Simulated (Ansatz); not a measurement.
The system is Ba2Tl5V3O12.

```
Ba V Tl O
1.0
     6.06147    0.00000    0.00000
    -2.48324    5.58450    0.00000
    -2.28447   -2.42817   13.72687
Ba V Tl O
2 3 5 12
Direct
  0.88251 0.01561 0.47320
  0.57886 0.79688 0.88922
  0.26936 0.10580 0.98468
  0.11629 0.55820 0.33914
  0.60807 0.30696 0.66552
  0.48361 0.28991 0.38373
  0.08311 0.07485 0.74869
  0.77279 0.89398 0.17719
  0.29791 0.66599 0.60107
  0.97201 0.46636 0.04740
  0.02458 0.05647 0.04354
  0.16369 0.86975 0.88754
  0.33585 0.37289 0.93818
  0.53308 0.10242 0.04892
  0.42674 0.67762 0.40063
  0.95197 0.64202 0.41211
  0.00696 0.24041 0.32565
  0.08373 0.64865 0.23032
  0.85890 0.33214 0.61652
  0.63673 0.58163 0.72390
  0.56343 0.09920 0.74423
  0.34984 0.20226 0.56862
```

The cell was built by a generator and needn't be a form met in nature.

* Program: Ansatz 0.2.0
* Task: relaxation of cell and atoms
* Functional: PBE
* Dispersion: D3(BJ)-ATM
* Potentials or basis: Ansatz PAW
* Cutoff: 420 eV (not typed: the program's choice for these potentials)
* k mesh: 4 × 4 × 2
* Occupations: fermi-dirac, width 0.05 eV
* Spin: collinear spin, ferromagnetic start
* Starting moments: [0.0, 0.0, 2.0, 2.0, 2.0, 0.0, 0.0, 0.0, 0.0, 0.0, 0.0, 0.0, 0.0, 0.0, 0.0, 0.0, 0.0, 0.0, 0.0, 0.0, 0.0, 0.0] μB

At the start: volume 21.12 Å³/atom.

Q: Where does the relaxation end?

A: It ends after 35 steps and the volume is 19.58 Å³/atom (-7.3 %); space group P1 (No. 1, to 0.05 Å); moment 0.00 μB per cell.

Step by step:
| step | energy change (eV) | largest force (eV/Å) | volume (Å³) |
| --- | --- | --- | --- |
| 1 | 0.0000 | 0.0426 | 464.66 |
| 2 | -0.0961 | 0.0947 | 450.40 |
| 3 | -0.1286 | 0.0877 | 442.75 |
| 4 | -0.1480 | 0.1326 | 439.75 |
| 5 | -0.1576 | 0.1168 | 437.44 |
| 6 | -0.1634 | 0.0759 | 435.88 |
| 7 | -0.1695 | 0.1186 | 435.11 |
| 8 | -0.1839 | 0.2588 | 433.72 |
| 9 | -0.2116 | 0.2465 | 432.40 |
| 10 | -0.2351 | 0.3935 | 432.84 |
| 11 | -0.2659 | 0.2284 | 431.28 |
| 12 | -0.2736 | 0.1857 | 432.52 |
| 13 | -0.2911 | 0.1395 | 433.12 |
| 14 | -0.3028 | 0.1678 | 433.25 |
| 15 | -0.3070 | 0.0478 | 433.26 |
| 16 | -0.3099 | 0.0268 | 432.83 |
| 17 | -0.3109 | 0.0569 | 432.81 |
| 18 | -0.3112 | 0.0500 | 432.92 |
| 19 | -0.3117 | 0.0304 | 432.94 |
| 20 | -0.3119 | 0.0250 | 433.03 |
| 21 | -0.3118 | 0.0263 | 433.15 |
| 22 | -0.3117 | 0.0281 | 433.26 |
| 23 | -0.3115 | 0.0140 | 433.35 |
| 24 | -0.3115 | 0.0123 | 433.38 |
| 25 | -0.3116 | 0.0147 | 433.35 |
| 26 | -0.3117 | 0.0182 | 433.33 |
| 27 | -0.3118 | 0.0137 | 433.31 |
| 28 | -0.3118 | 0.0099 | 433.30 |
| 29 | -0.3119 | 0.0143 | 433.28 |
| 30 | -0.3118 | 0.0026 | 433.33 |
| 31 | -0.2692 | 0.0024 | 433.33 |
| 32 | -0.2746 | 0.0206 | 431.44 |
| 33 | -0.2760 | 0.0128 | 430.87 |
| 34 | -0.2763 | 0.0050 | 430.77 |
| 35 | -0.2708 | 0.0050 | 430.77 |

Final structure:
```
CELL_PARAMETERS angstrom
5.93578 -0.07919 0.04032
-2.50471 5.40668 -0.05020
-2.11407 -2.38969 13.50666
ATOMIC_POSITIONS crystal
Ba 0.91379 0.01989 0.46162
Ba 0.56784 0.77996 0.87926
V 0.23933 0.12303 0.00887
V 0.12453 0.56206 0.33212
V 0.65090 0.30718 0.67030
Tl 0.44170 0.21167 0.29370
Tl 0.09431 0.06707 0.75186
Tl 0.67500 0.83744 0.17055
Tl 0.33303 0.67070 0.58880
Tl 0.92567 0.47823 0.04813
O 0.93957 0.04313 0.03887
O 0.19766 0.88859 0.91519
O 0.33080 0.40174 0.96425
O 0.46835 0.15721 0.10761
O 0.44991 0.69621 0.37484
O 0.98698 0.61535 0.42687
O 0.01262 0.23297 0.30199
O 0.05679 0.69182 0.23405
O 0.90498 0.31350 0.62083
O 0.70238 0.60657 0.72181
O 0.60792 0.11767 0.75958
O 0.37596 0.17799 0.57891
```

Caveat: the plane-wave basis is chosen anew once the cell has moved, so the energies of steps on either side of that aren't comparable; the pressure holds a Pulay correction of +0.3 GPa for the finite cutoff; the starting moments weren't kept.
